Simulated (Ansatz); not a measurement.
# PdPt2: the cost of one run

Program: Ansatz 0.2.0. Level of theory: DFT PBE, scalar-relativistic, plane waves, PAW. These are calculated values, not measurements.

1 further run of the same task is left out (it didn't finish).

**1. The starting structure**

It takes space group P6/mmm (No. 191, hexagonal). The conventional cell has a = 4.357 Å, b = 4.357 Å, c = 2.569 Å, α = 90.00°, β = 90.00°, γ = 120.00°. Pd (site symmetry 6/mmm) has 2 Pd at 2.57 Å and 12 Pt at 2.82 Å as nearest neighbours. Pt (site symmetry -6m2) is surrounded by 5 Pt at 2.52 to 2.57 Å and 6 Pd at 2.82 Å.

As a file:

```cif
data_structure
_symmetry_space_group_name_H-M 'P6/mmm'
_symmetry_Int_Tables_number 191
_cell_length_a 4.3571
_cell_length_b 4.3571
_cell_length_c 2.5691
_cell_angle_alpha 90.000
_cell_angle_beta 90.000
_cell_angle_gamma 120.000
_cell_volume 42.24
loop_
_atom_site_label
_atom_site_type_symbol
_atom_site_symmetry_multiplicity
_atom_site_Wyckoff_symbol
_atom_site_fract_x
_atom_site_fract_y
_atom_site_fract_z
_atom_site_occupancy
Pd1 Pd 1 a 0.00000 0.00000 0.00000 1
Pt1 Pt 2 d 0.33333 0.66667 0.50000 1
```

A structure generator made this guess: species swapped into a database cell of NbAu2 (P6/mmm, No. 191), with Pd on the Nb sites and Pt on the Au sites. Its size is a rough estimate.

**2. A first look at the guess**

Input file input.yaml:

```yaml
crystal:
  lattice:
    - [4.35706309, 0.0, 0.0]
    - [-2.17853154, 3.77332732, 0.0]
    - [0.0, 0.0, 2.5690669]
  atoms:
    - { symbol: Pd, position: [0.0, 0.0, 0.0] }
    - { symbol: Pt, position: [0.33333333, 0.66666667, 0.5] }
    - { symbol: Pt, position: [0.66666667, 0.33333333, 0.5] }
basis:
  ecutwfc: 420
kpoints:
  mp_grid: { grid: [6, 6, 6] }
hamiltonian:
  xc: pbe
scf:
  occupations: { method: gaussian, width: 0.1 }
  lower_state_search: "off"
output:
  forces: true
  stress: true
  eigenvalues: true
```

Launch:

```bash
$ ansatz run input.yaml --threads 1 --pin off --max-ram 2560MiB --backend cpu --events-out ev --progress --plain --runs-dir out
```

Q: Estimate wall time and peak memory on 1 thread of AMD EPYC (Zen 3), shared host.

About 4.5 s, with a peak of 0.34 GiB.
